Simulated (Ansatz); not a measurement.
Run this with the Ansatz DFT code, driven from Python and show what comes out.

`run_hull.py`
```python
# -*- coding: utf-8 -*-
"""Convex hull of a few Yb-Al phases, after relaxing cells and atoms."""

from collections import Counter

import ansatz
import numpy as np
from scipy.spatial import ConvexHull


def solve(name, crystal):
    calc = (
        crystal.calculation()
        .basis(550)
        .functional(ansatz.Functional.PBESOL)
        .kpoints(spacing=0.3)
        .occupations("fermi_dirac", width=0.1)
    )
    if name in {"Yb", "Al"}:
        calc = calc.functional("lda")
    calc = calc.relax(force_tolerance=0.02, max_steps=30, cell=True)
    return calc.run()


def counts(outcome):
    return Counter(site.symbol for site in outcome.lattice.sites)

def formation_energy(outcome, mu):
    n = counts(outcome)
    return (outcome.report["energy_sigma0_ev"] - sum(k * mu[element] for element, k in n.items())) / sum(n.values())

phases = {}
ybal3_pm_3m = (
    ansatz.Lattice.of((4.2921, 0.0, 0.0), (0.0, 4.2921, 0.0), (0.0, 0.0, 4.2921))
    .atom("Yb", (0.0, 0.0, 0.0))
    .atom("Al", (0.0, 0.5, 0.5))
    .atom("Al", (0.5, 0.5, 0.0))
    .atom("Al", (0.5, 0.0, 0.5))
)
phases["YbAl3 Pm-3m"] = ybal3_pm_3m
ybal2_fd_3m = (
    ansatz.Lattice.fcc(7.973052)
    .space_group(227, origin_choice=1)
    .atom("Yb", (0.25, 0.75, 0.25))
    .atom("Al", (0.375, 0.125, 0.375))
    .primitive()
)
phases["YbAl2 Fd-3m"] = ybal2_fd_3m
yb = (
    ansatz.Lattice.of((0.0, 2.7431, 2.7431), (2.7431, 0.0, 2.7431), (2.7431, 2.7431, 0.0))
    .atom("Yb", (0.0, 0.0, 0.0))
)
phases["Yb"] = yb
al = (
    ansatz.Lattice.from_parameters(2.863507, 2.863507, 2.863507, alpha=60.0, beta=60.0, gamma=60.0)
    .atom("Al", (0.0, 0.0, 0.0))
)
phases["Al"] = al

done = {}
for name, crystal in phases.items():
    done[name] = solve(name, crystal)
    print(f"{name}: {done[name].report['energy_sigma0_ev']:.4f} eV, {len(done[name].lattice.sites)} atoms")

# chemical potentials of the elements at zero temperature
references = {"Yb": "Yb", "Al": "Al"}
mu = {element: done[name].report["energy_sigma0_ev"] / len(done[name].lattice.sites) for element, name in references.items()}
points = sorted((counts(o)["Al"] / len(o.lattice.sites), formation_energy(o, mu), name) for name, o in done.items())

xy = np.array([(x, e) for x, e, _ in points] + [(0.5, 10.0)])
hull = sorted(tuple(xy[i]) for i in ConvexHull(xy).vertices if xy[i, 1] < 5)
rows = [(name, x, e, e - np.interp(x, *zip(*hull))) for x, e, name in points]
print("     phase       x(Al)  E_form (eV/atom)  above hull (eV/atom)")
for row in rows:
    print(f"{str(row[0]):>10}  {row[1]:10.3f}  {row[2]:16.4f}  {row[3]:20.4f}")
print("on the hull of these phases:", ", ".join(row[0] for row in rows if row[3] < 1e-6))
```

```console
$ python run_hull.py
YbAl3 Pm-3m: -15251.6173 eV, 4 atoms
YbAl2 Fd-3m: -29453.8432 eV, 6 atoms
Yb: -13560.6825 eV, 1 atoms
Al: -512.8479 eV, 1 atoms
     phase       x(Al)  E_form (eV/atom)  above hull (eV/atom)
        Yb       0.000            0.0000                0.0000
YbAl2 Fd-3m       0.667          -46.8477                0.0000
YbAl3 Pm-3m       0.750          -38.0977                0.0000
        Al       1.000            0.0000                0.0000
on the hull of these phases: Yb, YbAl2 Fd-3m, YbAl3 Pm-3m, Al
```

Caveats:
- The input holds a mistake (the reference phases are run under another functional than the compound), so what it prints is no property of YbAl3.
- Semilocal functionals put the nearly full 4f shell of Yb too close to the Fermi level.
- For the metals among these phases the mesh is modest: differences between phases can be off by up to 40 meV an atom.
- The cells come from databases of deposited and of computed structures, and not all need be stable phases.
- Differences under about 40 meV an atom lie within the error of mesh and functional, so such verdicts may flip; only the cells listed enter the hull.
- Hardware and time: 38 s on 1 thread of Arm Neoverse V1, on a shared host, peak memory 0.56 GiB.
